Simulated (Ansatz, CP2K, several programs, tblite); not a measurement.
Energy against volume for Zn2C (antifluorite), at fixed shape and fractional coordinates, computed by several methods (PBE and r2SCAN, where shown, with plane waves in Ansatz); the cell shown is that of r2SCAN. Space group Fm-3m (No. 225), cubic; a = 5.156 Å in the conventional setting, 11.42 Å³ an atom. C is surrounded by 8 Zn at 2.23 Å; Zn is surrounded by 4 C at 2.23 Å. The calculation is spin-unpolarised, and the structure need not be a phase that has been made. Energies count from each curve's lowest point; fits are third-order Birch-Murnaghan.

```
CELL_PARAMETERS angstrom
0.00000 2.57795 2.57795
2.57795 0.00000 2.57795
2.57795 2.57795 0.00000
ATOMIC_POSITIONS crystal
C 0.00000 0.00000 0.00000
Zn 0.25000 0.25000 0.25000
Zn 0.75000 0.75000 0.75000
```

PBE/DZVP (CP2K), on the shape of the cell shown:
```
V (Å³/atom)  E (meV/atom)
     10.051        147.05
     10.736         48.33
     11.422          4.21
     12.107          0.00
     12.792         24.84
```
V₀ = 11.84 Å³ an atom and B₀ = 132 GPa.

Q: PBE/SZV (CP2K), on the shape of the cell shown, gives

| V (Å³/atom) | E (meV/atom) |
| --- | --- |
| 10.051 | 178.00 |
| 10.736 | 62.26 |
| 11.422 | 8.19 |
| 12.107 | 0.00 |
| 12.792 | 25.28 |

What equilibrium volume and bulk modulus follow?

A: V₀ = 11.91 Å³ an atom and B₀ = 148 GPa.

r2SCAN, on the shape of its own relaxed cell:
```csv
V (Å³/atom),E (meV/atom)
10.736,21.08
11.079,4.95
11.422,0.00
11.764,4.42
12.107,16.77
```
V₀ = 11.42 Å³ an atom and B₀ = 146 GPa.

PBE, on the shape of its own relaxed cell:
```
V (Å³/atom)  E (meV/atom)
     11.069         19.44
     11.422          4.59
     11.775          0.00
     12.128          4.10
     12.482         15.52
```
V₀ = 11.78 Å³ an atom and B₀ = 131 GPa.

GFN1-xTB (tblite), on the shape of the cell shown, as a cluster of 96 atoms at the zone centre:
```tsv
V (Å³/atom)	E (meV/atom)
10.051	689.01
10.736	441.85
11.422	254.68
12.107	113.60
12.792	0.00
```
The lowest point is an end point, so the minimum isn't bracketed.
